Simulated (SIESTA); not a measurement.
## Ta3AsAu2O13 under changes of volume

One of the cells (14.335 Å³/atom); the others are scaled copies at fixed shape and fractional positions:

```xyz
19
Lattice="6.4729 -1.9562 -0.0049 6.4729 1.9562 -0.0049 -2.5647 0.0000 10.7569" Properties=species:S:1:pos:R:3 pbc="T T T"
Ta    4.5547    0.0000    3.7919
Ta    6.0998    0.0000    7.2675
Ta    1.8109    0.0000   10.6316
As    8.0432    0.0000    0.0313
Au    8.3782    0.0000    3.7343
Au    2.3289    0.0000    6.8022
O     8.6608    0.0000    1.6583
O     6.3948    0.0000    3.7243
O     2.4031    0.0000    4.7833
O     2.1740    0.0000    8.7935
O     4.8342    0.0000    5.9252
O     8.1455    0.0000    6.7421
O     4.2274    0.0000    1.9638
O    10.4497    0.0000    3.9278
O     5.2911    0.0000    8.9838
O    -0.2092    0.0000    7.2133
O     6.3066    0.0000    0.3263
O    -0.3827    0.0000   10.6173
O     7.8266    0.0000   10.5592
```

The cell was built by a generator and needn't be a form met in nature.

```yaml
Program: SIESTA 5.4.2
Functional: PBE
Potentials_or_basis: PseudoDojo 0.4 standard (PBE files)
Basis: DZP (energy shift 0.003 Ry; two zetas on semicore shells)
Grid_cutoff: 800 Ry
Energy_shift: 0.003 Ry
k_mesh: 7 × 7 × 3
Occupations: fermi-dirac, width 0.05 eV
Spin: no spin polarisation
```

```csv
volume (Å³/atom),energy over the lowest point (meV/atom),pressure (GPa),largest force (eV/Å)
13.211,58.30,17.4,1.392
13.492,32.29,12.5,1.098
13.773,14.45,8.0,0.912
14.335,0.00,0.6,0.569
14.616,?,?,?
14.897,9.02,-5.4,0.868
```

Question: What does the run at 14.616 Å³/atom give?

Answer: Energy over the lowest point 1.90 meV/atom; pressure -2.6 GPa; largest force 0.641 eV/Å.

Worked out: A Birch-Murnaghan fit of order 3 (a polynomial in V^(-2/3)) to the other rows has its minimum at 14.38 Å³/atom with B0 = V·E''(V) = 168 GPa and B' = 4.7 at fixed shape and positions, which overstates the stiffness. It gives 1.89 meV/atom at 14.616 Å³/atom, against the run's 1.90, and -dE/dV = -2.6 GPa, against -2.6.

Energies are extrapolated to zero smearing.

Caveats: short orbitals over semicore shells can move pressures by several GPa; the basis of atomic orbitals isn't converged, which shifts pressures, moduli and gaps; forces of over 1 eV/Å show positions far from the minimum, so gaps and moduli don't describe the material at rest (some runs).
